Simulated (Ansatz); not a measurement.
Working through a rigid scan of one bond length of CH6GeSn, SMILES [CH2]1[GeH2][SnH2]1

Program: Ansatz 0.2.0 through its Python package.

Typed at the interpreter:
```pycon
>>> import warnings
>>> import ansatz as az
>>> from ase import Atoms
>>> import numpy as np
>>> warnings.simplefilter("ignore", az.DeckWarning)
>>> atoms = Atoms(["C", "Ge", "Sn", "H", "H", "H", "H", "H", "H"], positions=[
...     (-0.6586, 0.0939, -0.7992),
...     (0.9788, 0.8382, -0.2664),
...     (-0.5125, -1.0231, 0.9282),
...     (-0.5743, -0.4399, -1.7526),
...     (-1.5241, 0.8773, -0.7668),
...     (0.9084, 2.2392, 0.4304),
...     (2.2239, 0.2656, -1.032),
...     (0.3659, -2.5522, 0.7698),
...     (-1.1189, -0.3454, 2.4716),
... ])
>>> system = az.Crystal.molecule_from_ase(atoms)
>>> symbols = [site.symbol for site in system.cartesian_sites]
>>> start = np.array([site.position_ang for site in system.cartesian_sites])
>>> axis = (start[7] - start[2]) / np.linalg.norm(start[7] - start[2])
>>> moving = [7]
>>> lengths, energies = [1.5, 1.63, 1.77, 1.95, 2.21, 2.66, 3.19, 3.9], []
>>> for length in lengths:
...     xyz = start.copy()
...     xyz[moving] += (length - np.linalg.norm(start[7] - start[2])) * axis
...     point = az.Crystal.molecule()
...     for symbol, place in zip(symbols, xyz):
...         point = point.atom(symbol, place.tolist())
...     calculation = point.calculation()
...     calculation = calculation.basis(gaussian="def2-SVP").functional("b3lyp")
...     calculation = calculation.spin("collinear")
...     data = calculation.run(threads=1).report
...     energies.append(data["free_energy_ev"])
...     print(f"r = {length:6.3f} A  E = {energies[-1]:.5f} eV  <S^2> = {abs(data['mean_field']['state']['spin_squared']):.3f}")
...
r =  1.500 A  E = -63476.82227 eV  <S^2> = 0.000
r =  1.630 A  E = -63477.15605 eV  <S^2> = 0.000
r =  1.770 A  E = -63477.16369 eV  <S^2> = 0.000
r =  1.950 A  E = -63476.88052 eV  <S^2> = 0.000
r =  2.210 A  E = -63476.23063 eV  <S^2> = 0.000
r =  2.660 A  E = -63475.06185 eV  <S^2> = 0.113
r =  3.190 A  E = -63474.40842 eV  <S^2> = 0.824
r =  3.900 A  E = -63474.25067 eV  <S^2> = 0.994
>>> print("energy above the lowest point (eV):", [round(e - min(energies), 3) for e in energies])
energy above the lowest point (eV): [0.341, 0.008, 0.0, 0.283, 0.933, 2.102, 2.755, 2.913]
```

Reading the output:
- Total energies depend on the basis set; only differences at equal settings carry meaning.
- The rest of the molecule is held rigid at a force-field or estimated start geometry, and the basis set is modest; single-reference methods fail as a bond breaks.
- def2 sets replace the cores of elements past krypton by effective core potentials.
- The expectation value of S² is noticeably off S(S+1) in at least one run, so that state is spin-contaminated.
- b3lyp holds the VWN-RPA fit, as in Gaussian; the form of ORCA and Turbomole is b3lyp5.
- Hardware and time: 2.4 min on 1 thread of Arm Neoverse V2, on a shared host, peak memory 0.45 GiB.
